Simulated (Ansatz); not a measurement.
ClGeH3, SMILES [Cl][GeH3]: a test of scalar relativity, run with the Python package of Ansatz (0.2.0).

`x2c.py`
```python
import warnings

import ansatz as az
from ase import Atoms
import numpy as np


def main() -> None:
    warnings.simplefilter('ignore', az.DeckWarning)

    atoms = Atoms(['Cl', 'Ge', 'H', 'H', 'H'], positions=[
        [-1.8986, -0.0114, 0.6473],
        [0.1055, -0.0114, -0.0428],
        [0.1742, 0.6591, -1.4521],
        [0.6664, -1.4678, -0.1393],
        [1.0023, 0.7579, 0.9455],
    ])
    molecule = az.Crystal.molecule_from_ase(atoms)

    calculation = molecule.calculation().functional('hf').forces()
    sets = {'none': 'cc-pVTZ', 'scalar': 'cc-pVTZ-DK'}
    found = {kind: calculation.basis(gaussian=basis).pseudopotentials(relativity=kind).run(threads=1, pin='off').report for kind, basis in sets.items()}
    for kind, each in found.items():
        dipole = 4.803205 * np.linalg.norm(each['charge_distribution']['dipole_moment_e_ang'])
        print(f'{kind:7s} E = {each["free_energy_ev"]:.4f} eV  dipole {dipole:.3f} D  largest force component {np.abs(each["forces_ev_ang"]).max():.4f} eV/A')
    print(f'relativity lowers the total energy by {found["none"]["free_energy_ev"] - found["scalar"]["free_energy_ev"]:.3f} eV')


if __name__ == '__main__':
    main()
```

What does scalar relativity change in the total energy and in the dipole?

The total moves by -628.7 eV, nearly all in the cores, and the dipole from 1.60 to 1.64 D.

What the script printed:

`python x2c.py` gives:
```text
none    E = -69027.3342 eV  dipole 1.600 D  largest force component 1.5012 eV/A
scalar  E = -69656.0326 eV  dipole 1.641 D  largest force component 1.5867 eV/A
relativity lowers the total energy by 628.698 eV
```

Caveats:
- Total energies depend on the basis set; only differences at equal settings carry meaning.
- The geometry is a force-field or estimated start, not a minimum of this method. The basis set changes with the Hamiltonian (a set recontracted for scalar relativity), and most of the change in the total lies in the cores.
- Run time: 5.3 s on 1 thread of Arm Neoverse V1, with other jobs on the host, peak memory 0.3 GiB.
